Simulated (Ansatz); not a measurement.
# HfTe4Cl6: the cost of one run

Program: Ansatz 0.2.0. Level of theory: DFT PBE, plane waves, PAW, scalar-relativistic, no spin polarisation. These are calculated values, not measurements.

## Step 1: The structure to begin with

The cell holds 11 atoms (Cl6HfTe4): a = 6.897 Å, b = 6.953 Å, c = 7.794 Å, α = 89.50°, β = 100.02°, γ = 92.21°.

Coordinates:

```xyz
11
Lattice="6.8540 -0.4232 -0.6459 0.1389 6.9485 -0.2115 -0.6129 0.3166 7.7635" Properties=species:S:1:pos:R:3 pbc="T T T"
Cl    0.3651    3.8525    1.0810
Cl    5.2342    4.7595    2.4202
Hf    3.5376    2.5834    0.7449
Cl    5.8202    0.0282    0.8556
Cl    0.8411    5.8602    4.3010
Cl    3.1666    2.6193    5.3048
Cl    1.5682    0.6961    2.5726
Te    0.2539    2.8429    4.5457
Te    5.1776    4.9503    5.6544
Te    2.1880    6.2775    7.0961
Te    4.4582    0.5198    3.6909
```

## Step 2: The run

input.yaml reads:

```yaml
crystal:
  lattice:
    - [6.853976, -0.423239, -0.645929]
    - [0.138925, 6.948492, -0.211484]
    - [-0.612854, 0.316607, 7.763488]
  atoms:
    - { symbol: Cl, position: [0.056321, 0.550621, 0.158922] }
    - { symbol: Cl, position: [0.784634, 0.714702, 0.396488] }
    - { symbol: Hf, position: [0.521518, 0.396724, 0.150149] }
    - { symbol: Cl, position: [0.864599, 0.048359, 0.183466] }
    - { symbol: Cl, position: [0.158702, 0.826172, 0.58971] }
    - { symbol: Cl, position: [0.520295, 0.375079, 0.736809] }
    - { symbol: Cl, position: [0.258579, 0.099724, 0.355606] }
    - { symbol: Te, position: [0.083125, 0.38673, 0.602968] }
    - { symbol: Te, position: [0.813661, 0.724819, 0.815779] }
    - { symbol: Te, position: [0.388105, 0.882862, 0.970378] }
    - { symbol: Te, position: [0.696486, 0.092818, 0.535889] }
kpoints:
  mp_grid: { grid: [2, 2, 2] }
magnetization:
  spin_polarized: false
scf:
  occupations: { method: cold, width: 0.15 }
hamiltonian:
  pseudopotentials: { kind: paw }
  xc: pbe
basis:
  ecutwfc: 420
md:
  timestep: 1.5
  n_steps: 40
  ensemble: nvt_nose_hoover
  temperature: 900.0
  initial_velocities: maxwell_boltzmann
  seed: 197070
```

Launch:

```
$ ansatz run input.yaml --threads 2 --pin off --max-ram 2560MiB --backend cpu --events-out ev --progress --plain --runs-dir out
```

**Question.** How long does this run take on 2 threads of Arm Neoverse V2, shared host, and how much memory does it need?

About 2.6 min, with a peak of 0.91 GiB.
